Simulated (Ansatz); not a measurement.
# C2HK: one structure at several levels

The task here is to estimate one member of a computed series from the others.

Computed with Ansatz 0.2.0, Gaussian basis. Level: single points in def2-TZVPP.

Cores are frozen in the correlated methods. The outer core shell of Li, Na, Mg and K is correlated. B3LYP uses VWN-RPA correlation.

## Where the work starts

4 atoms, charge 0, spin multiplicity 1.

Atoms are counted from 1 here; the program's logs count them from 0.

Bond lengths: C1–C2 1.068 Å, C1–H4 1.205 Å, C2–K3 2.460 Å. Angles: C2–C1–H4 172.6°, C1–C2–K3 174.3°.

Coordinates:

```
C    -0.7168    0.3878   -0.2456
C     0.1521   -0.1179    0.1151
K     2.1939   -1.3521    0.7148
H    -1.7575    0.9336   -0.5111
```

The first run:

File run/in.yaml:

```yaml
crystal:
  periodic: [false, false, false]
  atoms:
    - {symbol: C, position_ang: [-0.716800, 0.387800, -0.245600]}
    - {symbol: C, position_ang: [0.152100, -0.117900, 0.115100]}
    - {symbol: K, position_ang: [2.193900, -1.352100, 0.714800]}
    - {symbol: H, position_ang: [-1.757500, 0.933600, -0.511100]}
basis:
  gaussian: {orbitals: def2-TZVPP}
correlation: {method: ccsd_t}
output: {forces: true}
```

No record of the launch command was kept for these runs.

Among the steps run: CCSD(T)/def2-TZVPP; PBE0-D4/def2-TZVPP; wB97M-V/def2-TZVPP; r2SCAN-D4/def2-TZVPP; PBE-D4/def2-TZVPP; revPBE-D4/def2-TZVPP; B3LYP-D4/def2-TZVPP.

One of the session's tables, all rows but one given; the rest of the session is left out.

| method | RMS force component (eV/Å) | angle to CCSD(T) forces (°) | dipole (D) |
| --- | --- | --- | --- |
| CCSD(T) | 10.915 | reference | 8.43 |
| PBE0-D4 | ? | ? | ? |
| wB97M-V | 10.342 | 0.6 | 8.32 |
| r2SCAN-D4 | 10.527 | 0.3 | 8.23 |
| PBE-D4 | 10.666 | 0.5 | 7.82 |
| revPBE-D4 | 10.798 | 0.5 | 7.83 |
| B3LYP-D4 | 10.303 | 0.6 | 8.11 |

Estimate the missing values for PBE0-D4.

As computed: RMS force component (eV/Å): 10.449; angle to CCSD(T) forces (°): 0.5; dipole (D): 8.18. In the column «RMS force component (eV/Å)» it lies between wB97M-V (10.342) and r2SCAN-D4 (10.527).
